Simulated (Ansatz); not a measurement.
# FH3OZn: search for a transition state

Is there a first-order saddle for this four-centre ligand exchange, which should form Zn1–F5, H2–H4 and break Zn1–H2, H4–F5, and which two structures does it connect?

Method: PBE0-D4, def2-SVP first, then def2-TZVP; program: Ansatz 0.2.0, Gaussian basis.

152 further runs of the same task are left out: 152 set aside as unsound or not needed.

### Step 1. The starting structure

The guess: 6 atoms, charge 0, spin multiplicity 1.

Atoms are counted from 1 here; the program's logs count them from 0.

Bond lengths: Zn1–H2 1.604 Å, Zn1–O3 1.714 Å, Zn1–H4 1.802 Å, Zn1–F5 1.909 Å, O3–H6 0.955 Å. Angles: H2–Zn1–O3 158.6°, H2–Zn1–H4 38.9°, H2–Zn1–F5 79.8°, O3–Zn1–H4 157.3°, O3–Zn1–F5 118.5°, H4–Zn1–F5 40.9°, Zn1–O3–H6 121.8°.

Geometry (Å):

```xyz
6

Zn   -0.12390   -0.09200    0.11490
H    -0.30950    1.15060    1.11150
O     0.26660   -1.67940   -0.40120
H    -0.07160    1.70950    0.13490
F     0.16850    1.35690   -1.09370
H     0.06990   -2.44560    0.13360
```

Distances that are to change: Zn1–F5 1.91 Å, H2–H4 1.15 Å, Zn1–H2 1.60 Å, H4–F5 1.30 Å.

### Step 2. Constrained relaxation of the guess

The input, hold/in.yaml:

```yaml
crystal:
  periodic: [false, false, false]
  atoms:
    - {symbol: Zn, position_ang: [-0.123900, -0.092000, 0.114900]}
    - {symbol: H, position_ang: [-0.309500, 1.150600, 1.111500]}
    - {symbol: O, position_ang: [0.266600, -1.679400, -0.401200]}
    - {symbol: H, position_ang: [-0.071600, 1.709500, 0.134900]}
    - {symbol: F, position_ang: [0.168500, 1.356900, -1.093700]}
    - {symbol: H, position_ang: [0.069900, -2.445600, 0.133600]}
basis:
  gaussian: {orbitals: def2-SVP}
hamiltonian: {xc: pbe0, dispersion: d4}
relax: {f_tol: 0.04, max_steps: 150, escape_saddle: false, constraints: [{distance: [0, 4]}, {distance: [1, 3]}, {distance: [0, 1]}, {distance: [3, 4]}]}
```

On the command line:

```bash
$ ansatz run in.yaml --threads 4 --pin off --events-out ev --progress --plain --max-ram 9574MiB
```

Further steps of the session: Force constants to start from; Saddle search in the small basis; Saddle search in triple zeta; Checking the order of the point; Relaxing after a step of 0.30 Å one way along the mode; Relaxing after a step of 0.30 Å the other way along the mode.

Before running it: what results should come out? Wanted: imaginary mode; barrier from the start side; barrier from the end side; energy of the step; pairs that change; zero-point energy at the saddle.

The runs gave:

| quantity | value |
| --- | --- |
| imaginary mode | 980i cm⁻¹ |
| barrier from the start side | 0.673 eV |
| barrier from the end side | 0.931 eV |
| energy of the step | -0.258 eV |
| pairs that change | Zn1–F5 formed, H2–H4 formed, Zn1–H2 broken, H4–F5 broken |
| zero-point energy at the saddle | 0.757 eV |

What this shows: The point has a single imaginary mode (980i cm⁻¹), as a transition state must. It joins the planned start and end. At PBE0-D4/def2-TZVP the electronic barrier is 0.673 eV, about 26 kT at 298 K, and the step runs 0.258 eV downhill. A step off the saddle overshot and began above it in energy, so the link to its end is likely but not proven.
